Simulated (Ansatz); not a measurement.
The system is Ta4O.

```
Ta O
1.0
     3.25750    0.00000    0.00000
     0.00000    3.25750    0.00000
     0.00000    0.00000    7.40934
Ta O
4 1
Direct
  0.00000 0.00000 0.00000
  0.50000 0.50000 0.21684
  0.50000 0.50000 0.78316
  0.00000 0.00000 0.50000
  0.50000 0.50000 0.50000
```

The cell comes from a database or a generator and needn't be the stable form of this composition.

- Program: Ansatz 0.2.0
- Task: relaxation of cell and atoms
- Functional: PBEsol
- Potentials or basis: Ansatz PAW
- Cutoff: 420 eV (not typed: the program's choice for these potentials)
- k mesh: 8 × 8 × 4
- Occupations: fermi-dirac, width 0.05 eV
- Spin: no spin polarisation

At the start: volume 15.72 Å³/atom.

How do energy, volume and symmetry change on relaxing?

It ends after 8 steps and the volume is 15.14 Å³/atom (-3.7 %); space group P4/mmm (No. 123, to 0.05 Å).

Step by step:
| step | energy change (eV) | largest force (eV/Å) | volume (Å³) |
| --- | --- | --- | --- |
| 1 | 0.0000 | 0.0233 | 78.62 |
| 2 | -0.0767 | 0.0424 | 76.00 |
| 3 | -0.0784 | 0.0253 | 75.72 |
| 4 | -0.0784 | 0.0115 | 75.73 |
| 5 | -0.0784 | 0.0002 | 75.74 |
| 6 | -0.0752 | 0.0005 | 75.74 |
| 7 | -0.0752 | 0.0001 | 75.71 |
| 8 | -0.0752 | 0.0001 | 75.71 |

Final structure:
```
Ta O
1.0
     3.21145    0.00000    0.00000
     0.00000    3.21145    0.00000
     0.00000    0.00000    7.34133
Ta O
4 1
Direct
  0.00000 0.00000 0.00000
  0.50000 0.50000 0.21670
  0.50000 0.50000 0.78330
  0.00000 0.00000 0.50000
  0.50000 0.50000 0.50000
```

Caveat: the plane-wave basis is chosen anew once the cell has moved, so the energies of steps on either side of that aren't comparable; the PAW data sets come from PBE, with cores solved anew for the run's functional, which leaves a small shift of forces and pressure.
